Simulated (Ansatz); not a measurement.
# CuSi16: the cost of one run

Method: DFT PBE, plane waves, PAW, scalar-relativistic, no spin polarisation, in Ansatz 0.2.0.

### Step 1. The system as given

The cell holds 17 atoms (CuSi16): a = 7.679 Å, b = 7.679 Å, c = 7.679 Å, α = 60.00°, β = 60.00°, γ = 60.00°.

As a file:

```cif
data_structure
_symmetry_space_group_name_H-M 'P 1'
_symmetry_Int_Tables_number 1
_cell_length_a 7.6792
_cell_length_b 7.6792
_cell_length_c 7.6792
_cell_angle_alpha 60.000
_cell_angle_beta 60.000
_cell_angle_gamma 60.000
_cell_volume 320.21
loop_
_atom_site_label
_atom_site_type_symbol
_atom_site_fract_x
_atom_site_fract_y
_atom_site_fract_z
_atom_site_occupancy
Si1 Si 0.00000 0.00000 0.00000 1
Si2 Si 0.12500 0.12500 0.12500 1
Si3 Si 0.00000 0.00000 0.50000 1
Si4 Si 0.12500 0.12500 0.62500 1
Si5 Si 0.00000 0.50000 0.00000 1
Si6 Si 0.12500 0.62500 0.12500 1
Si7 Si 0.00000 0.50000 0.50000 1
Si8 Si 0.12500 0.62500 0.62500 1
Si9 Si 0.50000 0.00000 0.00000 1
Si10 Si 0.62500 0.12500 0.12500 1
Si11 Si 0.50000 0.00000 0.50000 1
Si12 Si 0.62500 0.12500 0.62500 1
Si13 Si 0.50000 0.50000 0.00000 1
Si14 Si 0.62500 0.62500 0.12500 1
Si15 Si 0.50000 0.50000 0.50000 1
Si16 Si 0.62500 0.62500 0.62500 1
Cu1 Cu 0.06438 0.81534 0.31286 1
```

### Step 2. Relaxing end A

input.yaml

```yaml
crystal:
  lattice:
    - [0.0, 5.43, 5.43]
    - [5.43, 0.0, 5.43]
    - [5.43, 5.43, 0.0]
  atoms:
    - { symbol: Si, position: [0.0, 0.0, 0.0] }
    - { symbol: Si, position: [0.125, 0.125, 0.125] }
    - { symbol: Si, position: [0.0, 0.0, 0.5] }
    - { symbol: Si, position: [0.125, 0.125, 0.625] }
    - { symbol: Si, position: [0.0, 0.5, 0.0] }
    - { symbol: Si, position: [0.125, 0.625, 0.125] }
    - { symbol: Si, position: [0.0, 0.5, 0.5] }
    - { symbol: Si, position: [0.125, 0.625, 0.625] }
    - { symbol: Si, position: [0.5, 0.0, 0.0] }
    - { symbol: Si, position: [0.625, 0.125, 0.125] }
    - { symbol: Si, position: [0.5, 0.0, 0.5] }
    - { symbol: Si, position: [0.625, 0.125, 0.625] }
    - { symbol: Si, position: [0.5, 0.5, 0.0] }
    - { symbol: Si, position: [0.625, 0.625, 0.125] }
    - { symbol: Si, position: [0.5, 0.5, 0.5] }
    - { symbol: Si, position: [0.625, 0.625, 0.625] }
    - { symbol: Cu, position: [0.0643841, 0.8153418, 0.3128627] }
total_charge: 1
basis:
  ecutwfc: 420.0
kpoints:
  mp_grid: { grid: [2, 2, 2] }
hamiltonian:
  xc: pbe
  pseudopotentials: { kind: paw, azcp: { folder: soft_1 } }
scf:
  occupations: { method: gaussian, width: 0.05 }
  lower_state_search: "off"
relax:
  f_tol: 0.03
  max_steps: 60
  adjacent_minimum: "off"
```

Command:

```sh
$ ansatz run input.yaml --threads 1 --pin off --max-ram 3072MiB --backend cpu --events-out ev --progress --plain --runs-dir out
```

**Question.** How long does this run take on 1 thread of Arm Neoverse V2, shared host, and how much memory does it need?

About 99 s, with a peak of 0.56 GiB.
